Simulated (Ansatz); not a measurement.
# NCO (nco radical) at UCCSDT(Q)/STO-3G

Aim: the electronic atomisation energy of NCO (nco radical) at UCCSDT(Q)/STO-3G, from 4 runs. 

The results are computed with Ansatz 0.2.0.

66 further runs of the same task are left out: 13 that didn't finish, 53 set aside as unsound or not needed.

**1. The molecule**

The species is NCO (3 atoms), meant as a doublet with charge 0. As SMILES, `[N]=C=O`. The coordinates come from a PBE0-D4/def2-TZVP relaxation.

Bond lengths: N1–C2 1.222 Å, C2–O3 1.171 Å. Angles: N1–C2–O3 180.0°.

**2. The energy at UCCSDT(Q)/STO-3G**

The input, job.yaml:

```yaml
crystal:
  periodic: [false, false, false]
  atoms:
    - symbol: "N"
      position_ang: [0.968200, 0.423100, 0.579200]
    - symbol: C
      position_ang: [-0.013800, -0.006000, -0.008300]
    - symbol: O
      position_ang: [-0.954400, -0.417100, -0.571000]
basis:
  gaussian: {orbitals: STO-3G}
magnetization: {spin_polarized: true, initial_magnetization: 1}
correlation: {method: ccsdt_q, frozen_orbitals: {C: 1, "N": 1, O: 1}}
accuracy: high
scf: {omitted_lower_state_checks: [cluster_reference, increment]}
```

On the command line:

```console
$ ansatz run job.yaml --threads 1 --pin off --max-ram 2610MiB --events-out events.jsonl --progress --plain --runs-dir runs
```

Log:

```text
Warning: RAYON_NUM_THREADS=1 ignored (pool sized by the plan → 1); use --threads N
[... 14 lines left out ...]
3 core orbitals not correlated: weight in the atoms' cores, before any rotation towards them, 1.000 or more for the frozen orbitals, at most 0.000 for the correlated occupied ones
[... 34 lines left out ...]
Total energy: -4492.63720728 eV, -165.1013721486 hartree
Checks for a lower state left out: cluster_reference, increment
```

Wall time 4.8 s (1 thread of Intel Xeon Platinum 8375C at 2.90GHz (Ice Lake), shared host); peak memory 0.18 GiB.

**3. The C atom, same level**

The input, job.yaml:

```yaml
crystal:
  periodic: [false, false, false]
  atoms:
    - symbol: C
      position_ang: [0.000000, 0.000000, 0.000000]
basis:
  gaussian: {orbitals: STO-3G}
scf: {omitted_lower_state_checks: [cluster_reference, increment]}
accuracy: high
magnetization: {spin_polarized: true, initial_magnetization: 2}
total_charge: 0
correlation: {method: ccsdt_q, frozen_orbitals: {C: 1}}
```

Run the same way, it converges to -37.21862 Eh (log not shown).

**4. The N atom at the same level**

The input, input.yaml:

```yaml
crystal:
  periodic: [false, false, false]
  atoms:
    - {symbol: N, position_ang: [0.000000, 0.000000, 0.000000]}
basis:
  gaussian:
    orbitals: STO-3G
magnetization:
  spin_polarized: true
  initial_magnetization: 3
correlation:
  method: ccsdt_q
  frozen_orbitals: {"N": 1}
accuracy: high
scf:
  omitted_lower_state_checks: [cluster_reference, increment]
```

Run the same way, it converges to -53.71901 Eh (log not shown).

**5. The O atom**

The input, run.yaml:

```yaml
crystal:
  periodic: [false, false, false]
  atoms:
    - {symbol: O, position_ang: [0.000000, 0.000000, 0.000000]}
basis:
  gaussian: {orbitals: STO-3G}
accuracy: high
correlation: {method: ccsdt_q, frozen_orbitals: {O: 1}}
magnetization: {spin_polarized: true, initial_magnetization: 2}
scf: {omitted_lower_state_checks: [cluster_reference, increment]}
```

Run the same way, it converges to -73.80415 Eh (log not shown).

**6. Summary of results**

Level: UCCSDT(Q)/STO-3G, 3 core orbitals frozen.

| quantity | value |
| --- | --- |
| molecule: total energy | -165.10137 Eh |
| molecule: correlation energy (3 core orbitals frozen) | -186.5 mEh |
| molecule: ⟨S²⟩ of the reference determinant | 0.998 |
| molecule: T1 diagnostic | 0.043 |
| C atom: total energy | -37.21862 Eh |
| C atom: correlation energy (1 core orbital frozen) | -20.2 mEh |
| C atom: ⟨S²⟩ of the reference determinant | 2.000 |
| C atom: T1 diagnostic | 0.000 |
| N atom: total energy | -53.71901 Eh |
| N atom: correlation energy (1 core orbital frozen) | 0.0 mEh |
| N atom: ⟨S²⟩ of the reference determinant | 3.750 |
| N atom: T1 diagnostic | 0.000 |
| O atom: total energy | -73.80415 Eh |
| O atom: correlation energy (1 core orbital frozen) | 0.0 mEh |
| O atom: ⟨S²⟩ of the reference determinant | 2.000 |
| O atom: T1 diagnostic | 0.000 |
| electronic atomisation energy | 9.785 eV |

**Reading.** Taking the molecule apart into free atoms costs 9.78 eV (944 kJ/mol), before zero-point energy and without spin-orbit coupling. In a minimal basis such a difference can be off by several eV, whatever the method. ⟨S²⟩ (molecule) is 1.00 where a pure doublet has 0.75: the reference is spin-contaminated.
